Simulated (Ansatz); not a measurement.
Write a Python script for the Python package of Ansatz (0.2.0) that makes a relaxation of cell and ions of MoS2, space group P-6m2. Settings: LDA, PAW, the default cutoff (420 eV here), 10×10×2 k-points, cold smearing of 0.05 eV.

```
CELL_PARAMETERS angstrom
3.18413 0.00000 0.00000
-1.59206 2.75753 0.00000
0.00000 0.00000 17.33460
ATOMIC_POSITIONS crystal
Mo 0.00000 0.00000 0.00000
S 0.33333 0.66667 0.08949
S 0.33333 0.66667 0.91051
```

Script `vcrelax_mos2.py`:
```python
"""Relax cell and ions of MoS2."""

import json
import warnings

import ansatz as az
from ase import Atoms
from ase.neighborlist import neighbor_list
import numpy as np

FUNCTIONAL = "lda"
KMESH = (10, 10, 2)
FILLING = "Marzari-Vanderbilt"
WIDTH_EV = 0.05
SCF_TOL = 1e-10
FMAX = 0.03

def edges_and_angles(cell):
    cell = np.asarray(cell)
    a, b, c = np.linalg.norm(cell, axis=1)
    cosines = cell[1] @ cell[2] / (b * c), cell[0] @ cell[2] / (a * c), cell[0] @ cell[1] / (a * b)
    return (a, b, c, *np.degrees(np.arccos(cosines)))

warnings.simplefilter("ignore", az.DeckWarning)

xtal = (
    az.Lattice.of([3.184126, 0.0, 0.0], [-1.592063, 2.757534, 0.0], [0.0, 0.0, 17.3346])
    .atom("Mo", [0.0, 0.0, 0.0])
    .atom("S", [1 / 3, 2 / 3, 0.089493])
    .atom("S", [1 / 3, 2 / 3, 0.910507])
)

# every cell quantity that the symmetry leaves free
job = (
    xtal.calculation()
    .functional(FUNCTIONAL)
    .kpoints(*KMESH)
    .occupations(FILLING, width=WIDTH_EV)
    .scf(tolerance=SCF_TOL)
    .relax(force_tolerance=FMAX, cell=True)
)
out = job.run(events_out="events.ndjson")
with open("events.ndjson") as stream:
    events = [json.loads(line) for line in stream]
steps = [e["data"] for e in events if e["event"] == "relax_step"]
data = out.report
print("step   energy (eV)     max comp. (eV/A)   P (GPa)  SCF")
for s in steps:
    print(f"{s['step']:4d} {s['lagrangian_ev']:15.5f} {s['allowed_force_max_ev_ang']:12.4f} {s['pressure_gpa']:10.3f} {s['n_scf']:5d}")

first, last = steps[0], steps[-1]
symbols = [site.symbol for site in out.lattice.sites]
print(f"energy gained {first['lagrangian_ev'] - last['lagrangian_ev']:.4f} eV in {len(steps) - 1} steps")
for label, vectors in (("before", first["cell_ang"]), ("after", out.lattice.cell_ang)):
    print(label, "a b c (A) {:.4f} {:.4f} {:.4f}  angles {:.2f} {:.2f} {:.2f}".format(*edges_and_angles(vectors)), f" V = {abs(np.linalg.det(vectors)):.3f} A^3")
print("final stress xx yy zz (GPa, compression positive):", np.round(np.diag(data["stress_gpa"]), 3) + 0.0)

final = Atoms(symbols, positions=last["positions_ang"], cell=out.lattice.cell_ang, pbc=True)
i, j, d = neighbor_list("ijd", final, 4.5)
print("neighbours within 1.15 times the shortest distance of each atom (A)")
for atom in range(len(final)):
    near = [m for m in np.argsort(d) if i[m] == atom]
    shell = [m for m in near if d[m] < 1.15 * d[near[0]]]
    print(f"{symbols[atom]}{atom} ({len(shell)}):", ", ".join(f"{symbols[j[m]]} {d[m]:.3f}" for m in shell))

change = np.array(last["positions_ang"]) @ np.linalg.inv(last["cell_ang"]) - np.array(first["positions_ang"]) @ np.linalg.inv(first["cell_ang"])
moved = np.linalg.norm(change @ np.array(last["cell_ang"]), axis=1)
print("displacement within the cell, strain taken out (A):", " ".join(f"{s}:{d:.3f}" for s, d in zip(symbols, moved)))

energy = data["free_energy_ev"]
print("F of the MoS2 cell: {:.6f} eV = {:.6f} Ry = {:.6f} Ha".format(energy, energy / 13.605693, energy / 27.211386))
print("Fermi level {:.4f} eV, {} k-points, {} symmetry operations".format(data["fermi_energy_ev"], data["n_kpoints"], data["n_symmetry_ops"]))
```

```console
$ python vcrelax_mos2.py
step   energy (eV)     max comp. (eV/A)   P (GPa)  SCF
   1     -6584.73074       0.3949     -2.037     9
   2     -6584.76526       0.1522      0.475     9
   3     -6584.77760       0.0065     -0.036     9
   4     -6584.77766       0.0003     -0.001     7
   5     -6584.77750       0.0002     -0.002     4
energy gained 0.0468 eV in 4 steps
before a b c (A) 3.1841 3.1841 17.3346  angles 90.00 90.00 120.00  V = 152.204 A^3
after a b c (A) 3.1200 3.1200 17.3389  angles 90.00 90.00 120.00  V = 146.173 A^3
final stress xx yy zz (GPa, compression positive): [-0.003 -0.003  0.   ]
neighbours within 1.15 times the shortest distance of each atom (A)
Mo0 (6): S 2.378, S 2.378, S 2.378, S 2.378, S 2.378, S 2.378
S1 (3): Mo 2.378, Mo 2.378, Mo 2.378
S2 (3): Mo 2.378, Mo 2.378, Mo 2.378
displacement within the cell, strain taken out (A): Mo:0.000 S:0.001 S:0.001
F of the MoS2 cell: -6584.777503 eV = -483.972224 Ry = -241.986112 Ha
Fermi level 0.7274 eV, 28 k-points, 12 symmetry operations
```

Reading the output:
- Absolute energies stand on the zero of these potentials, so only differences at equal settings mean something. A total without «per atom» is that of the cell as typed.
- The run is spin-unpolarised.
- The cell holds layers, chains or clusters in vacuum, no bulk phase; its stress is averaged over the vacuum too and scales with the cell's height.
- An absolute Fermi energy rests on an arbitrary zero of the periodic potential and has no direct meaning.
- Energies along a relaxation are free energies. Rows at an unchanged volume are solved on a plane-wave basis chosen afresh for that cell, so the energy jumps there and such rows are no steps of the walk.
- The structure is layered, and without a dispersion term the spacing of the layers is poorly determined.
- An opening on this mesh may only mean that it misses a point where bands touch.
- Points of the mesh across the vacuum add cost only.
- The structure comes from a database of computed cells and needn't be a stable or known phase.
- It ran for 29 s on 1 thread of Intel(R) Xeon(R) Processor @ 2.30GHz, on a shared host, peak memory 0.59 GiB.
